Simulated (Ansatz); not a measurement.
# C3H6Si: a dynamics run in two tries

Wanted: a short trajectory, and a check that the input is sound. SMILES of the start: CC1=C[SiH2]1.

All numbers below are computed with Ansatz 0.2.0 (RKS PBE/6-31G).

## 1. The structure to begin with

Bond lengths: C1–C2 1.488 Å, C2–C3 1.346 Å, C2–Si4 1.908 Å, C3–Si4 1.889 Å, C1–H5 1.105 Å, C1–H6 1.105 Å, C1–H7 1.105 Å, C3–H8 1.091 Å, Si4–H9 1.512 Å, Si4–H10 1.512 Å. Angles (14 of 18 angles, heavy atoms first): C1–C2–C3 140.6°, C1–C2–Si4 150.9°, C3–C2–Si4 68.5°, C2–C3–Si4 70.0°, C2–Si4–C3 41.5°, C2–C1–H5 110.7°, C2–C1–H6 111.7°, C2–C1–H7 110.9°, C2–C3–H8 138.5°, Si4–C3–H8 151.5°, C2–Si4–H9 121.0°, C2–Si4–H10 121.1°, C3–Si4–H9 120.9°, C3–Si4–H10 121.0°.

Structure file:

```xyz
10

C    -0.8312    0.8500   -1.0886
C    -0.1505   -0.0174   -0.0900
C    -0.3005   -1.2015    0.5331
Si    1.2934   -0.3656    1.1078
H    -0.1905    1.0014   -1.9762
H    -1.7903    0.4146   -1.4230
H    -1.0308    1.8521   -0.6685
H    -1.0112   -2.0285    0.5554
H     1.3712    0.3169    2.4543
H     2.6403   -0.8220    0.5957
```

## 2. The run

The input, input.yaml:

```yaml
crystal:
  periodic: [false, false, false]
  atoms:
    - { symbol: C, position_ang: [-0.831238, 0.850011, -1.088594] }
    - { symbol: C, position_ang: [-0.150527, -0.017449, -0.089978] }
    - { symbol: C, position_ang: [-0.30046, -1.201486, 0.533143] }
    - { symbol: Si, position_ang: [1.293445, -0.365591, 1.107822] }
    - { symbol: H, position_ang: [-0.190454, 1.001354, -1.976199] }
    - { symbol: H, position_ang: [-1.79034, 0.414594, -1.423045] }
    - { symbol: H, position_ang: [-1.030824, 1.8521, -0.668474] }
    - { symbol: H, position_ang: [-1.011151, -2.028496, 0.555362] }
    - { symbol: H, position_ang: [1.371201, 0.316941, 2.454281] }
    - { symbol: H, position_ang: [2.640349, -0.821978, 0.595673] }
basis:
  gaussian: { orbitals: "6-31G" }
hamiltonian:
  xc: pbe
md:
  timestep: 1.0
  n_steps: 25
  ensemble: nvt_langevin
  temperature: 500.0
  initial_velocities: maxwell_boltzmann
  seed: 34799
  friction: 0.02
  temperature_schedule: [{ n_steps: 500, end_temperature: 100.0 }]
scf:
  lower_state_search: "off"
```

Run with:

```bash
$ ansatz run input.yaml --threads 1 --pin off --max-ram 2048MiB --backend cpu --events-out ev --progress --plain --runs-dir out
```

Before running it: what results should come out? Wanted: first try.

As calculated:

```
 quantity                                                        value
first try                                                      refused
    cause  the schedule's stages add up to more steps than the run has
```

**Reading.** The fault in the first input was caught at the input check and cost nothing.
